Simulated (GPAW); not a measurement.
Write an ASE script for GPAW 26.7.0 that does the following.

```yaml
Task: single point
Functional: PBEsol
Potentials_or_basis: PAW data sets generated in the run's folder for this functional
Cutoff: 600 eV
Basis: pw
k_mesh: 8 × 8 × 8
Occupations: fermi-dirac, width 0.05 eV
Spin: no spin polarisation
Maxiter: 150
```

Co3Ir:

```xyz
4
Lattice="3.5826 0.0000 0.0000 0.0000 3.5826 0.0000 0.0000 0.0000 3.5826" Properties=species:S:1:pos:R:3 pbc="T T T"
Ir    0.0000    0.0000    0.0000
Co    1.7913    1.7913    0.0000
Co    1.7913    0.0000    1.7913
Co    0.0000    1.7913    1.7913
```

The cell comes from a database or a generator and needn't be the stable form of this composition.

One way to write it, as run:

run.py

```python
from ase import Atoms
from ase.dft.bandgap import bandgap
from ase.io import write
from ase.units import GPa
from gpaw import GPAW, PW, setup_paths

setup_paths.insert(0, '.')

atoms = Atoms(['Ir', 'Co', 'Co', 'Co'],
              cell=[[3.582561, 0.0, 0.0],
                    [0.0, 3.582561, 0.0],
                    [0.0, 0.0, 3.582561]],
              scaled_positions=[[0.0, 0.0, 0.0],
                                [0.5, 0.5, 0.0],
                                [0.5, 0.0, 0.5],
                                [0.0, 0.5, 0.5]],
              pbc=True)

calc = GPAW(mode=PW(600),
            xc='PBEsol',
            kpts={'size': (8, 8, 8), 'gamma': True},
            occupations={'name': 'fermi-dirac', 'width': 0.05},
            nbands=41,
            convergence={'density': 1e-05, 'energy': 1e-05},
            maxiter=150,
            txt='gpaw.txt')
atoms.calc = calc
energy = atoms.get_potential_energy()
forces = atoms.get_forces()
stress = atoms.get_stress()
calc.write('gs.gpw')
write('result.traj', atoms)
print(f'Energy: {energy:.6f} eV')
print('Forces (eV/A):')
print(forces.round(4))
print('Stress (GPa):', (stress / GPa).round(3))
print('Fermi level:', round(calc.get_fermi_level(), 4), 'eV')
print(f'Gap: {bandgap(calc)[0]:.4f} eV, direct: {bandgap(calc, direct=True)[0]:.4f} eV')
```

Potentials or basis: PAW data sets generated in the run's folder for this functional, pw.

Run with:

```sh
$ gpaw-setup -f PBEsol Co Ir
$ OMP_NUM_THREADS=1 python run.py
```

It gave:

```json
{"Pressure": "-11.9 GPa", "Band gap on the k mesh": "none (metal or under the smearing width)"}
```

Wall time 67 s on 1 thread of Arm Neoverse V1, with other jobs on the host, peak memory 0.19 GiB.
